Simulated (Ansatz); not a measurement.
GaH₃SSi, SMILES [SiH2]1[S][GaH]1, a rigid scan of one bond length

With Ansatz's Python interface.

Run as a notebook:

```python
import ansatz as az
from ase import Atoms
import numpy as np
```

```python
atoms = Atoms(["Si", "S", "Ga", "H", "H", "H"], positions=[
    (-0.4364, -0.0213, -0.1856),
    (1.2205, -1.2704, -0.0577),
    (0.908, 0.8986, 0.5463),
    (-1.5299, -0.6987, -0.8113),
    (-0.1491, 1.1826, -1.0465),
    (0.029, -0.1549, 1.5087),
])
molecule = az.Crystal.molecule_from_ase(atoms)
```

```python
symbols = [site.symbol for site in molecule.cartesian_sites]
start = np.array([site.position_ang for site in molecule.cartesian_sites])
axis = (start[3] - start[0]) / np.linalg.norm(start[3] - start[0])
moving = [3]
lengths, energies = [1.259, 1.316, 1.373, 1.43, 1.488, 1.545, 1.602, 1.688], []
for length in lengths:
    xyz = start.copy()
    xyz[moving] += (length - np.linalg.norm(start[3] - start[0])) * axis
    point = az.Crystal.molecule()
    for symbol, place in zip(symbols, xyz):
        point = point.atom(symbol, place.tolist())
    calculation = (
        point.calculation()
        .basis(gaussian="def2-SVP")
        .correlation("mp2", electrons="valence")
        .scf(lower_state_search="off")
    )
    report = calculation.run().report
    energies.append(report["free_energy_ev"])
    print(f"r = {length:6.3f} A  E = {energies[-1]:.5f} eV  <S^2> = {abs(report['mean_field']['state']['spin_squared']):.3f}")
```

    r =  1.259 A  E = -71052.45518 eV  <S^2> = 0.000
    r =  1.316 A  E = -71052.78468 eV  <S^2> = 0.000
    r =  1.373 A  E = -71052.99048 eV  <S^2> = 0.000
    r =  1.430 A  E = -71053.09822 eV  <S^2> = 0.000
    r =  1.488 A  E = -71053.12886 eV  <S^2> = 0.000
    r =  1.545 A  E = -71053.09869 eV  <S^2> = 0.000
    r =  1.602 A  E = -71053.02271 eV  <S^2> = 0.000
    r =  1.688 A  E = -71052.84532 eV  <S^2> = 0.000

```python
fit = np.polynomial.Polynomial.fit(lengths, np.array(energies) - min(energies), 4).convert()
roots = [r.real for r in fit.deriv().roots() if abs(r.imag) < 1e-9 and fit.deriv(2)(r.real) > 0]
r_e = min(roots, key=lambda r: abs(r - lengths[int(np.argmin(energies))]))
print(f"minimum of the fit at {r_e:.4f} A, force constant {fit.deriv(2)(r_e):.2f} eV/A^2")
```

    minimum of the fit at 1.4850 A, force constant 18.47 eV/A^2

The settings weren't tested for convergence. The rest of the molecule is held rigid at a force-field or estimated start geometry, and the basis set is modest; single-reference methods fail as a bond breaks. The orbitals are restricted, so S² is zero by construction. S² is that of the Hartree-Fock reference. Wall time of the script: 8 s on 1 thread of Arm Neoverse V1 (shared host), peak memory 0.22 GiB.
